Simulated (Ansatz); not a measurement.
**ZrNH+ (quartet): the correlation ladder, def2-SVP**

One table from this session's results is given with a row withheld; the runs are named, their logs left out.

Program: Ansatz 0.2.0, Gaussian basis. Level of theory: def2-SVP, core rule «outside noble gas», up to 5 orbitals frozen. These are calculated values, not measurements.

Plan: UHF; CCSD(T) on ROHF; CCSD(T) on UHF; CISD as a restricted active space (open shells left free, so some higher excitations enter); CCSDT(Q) on ROHF; CCSDT(Q) on UHF.

26 further runs of the same task are left out: 8 for a known fault of the program, 8 that didn't finish, 10 set aside as unsound or not needed. Runs told in other sessions of the task aren't counted.

**The geometry**

The geometry is a PBE0/def2-TZVP stationary point (not a proven minimum). No spin-orbit coupling is included. Elements past krypton take def2 core potentials.

3 atoms, charge 1, spin multiplicity 4.

Atoms are counted from 1 here; the program's logs count them from 0.

Bond lengths: Zr1–N2 1.930 Å, N2–H3 1.019 Å. Angles: Zr1–N2–H3 180.0°.

As a file:

```xyz
3
charge 1, multiplicity 4
Zr    0.00000    0.00000    1.62634
N     0.00000    0.00000   -0.30349
H     0.00000    0.00000   -1.32285
```

The first run:

in.yaml reads:

```yaml
crystal:
  periodic: [false, false, false]
  atoms:
    - {symbol: Zr, position_ang: [0.000000, 0.000000, 1.626338]}
    - {symbol: N, position_ang: [0.000000, 0.000000, -0.303487]}
    - {symbol: H, position_ang: [0.000000, 0.000000, -1.322851]}
basis:
  gaussian: {orbitals: def2-SVP}
total_charge: 1
magnetization: {spin_polarized: true, initial_magnetization: 3}
hamiltonian: {xc: hf}
output: {orbitals: {seedname: orbitals}}
```

Started as:

```bash
> ansatz run in.yaml --threads 1 --pin off --events-out ev --progress --plain --max-ram 2393MiB
```

Among the steps run: UHF; CCSD(T) on ROHF; CCSD(T) on UHF; CISD as a restricted active space (open shells left free, so some higher excitations enter); CCSDT(Q) on ROHF; CCSDT(Q) on UHF.

One of the session's tables, all rows but one given; the rest of the session is left out.

It belongs to the step «Misses and costs». 

| method | from RCCSDT(Q) (kcal/mol) |
| --- | --- |
| ROHF | +125.86 |
| UHF | +122.30 |
| RMP2 | +16.10 |
| UMP2 | ? |
| RCCSD | +5.60 |
| UCCSD | +4.00 |
| RCCSD(T) | +0.84 |
| UCCSD(T) | -0.69 |
| RCCSDT | +0.25 |
| UCCSDT | -1.28 |
| RCCSDT(Q) | 0 |
| UCCSDT(Q) | -1.69 |

Q: Estimate the row for UMP2 from the others.

The run gave: from RCCSDT(Q) (kcal/mol): +14.70. In the column «from RCCSDT(Q) (kcal/mol)» it lies between RCCSD (+5.60) and RMP2 (+16.10).

Not comparable, so not listed: CISD as a restricted active space (open shells left free, so some higher excitations enter) (they don't share determinant, frozen orbitals or solution with the rows shown, or repeat one).

To keep in mind: Restricted and unrestricted rows rest on different reference determinants; a gap between their highest levels can come from leftover correlation error, from unlike frozen cores or from another state.
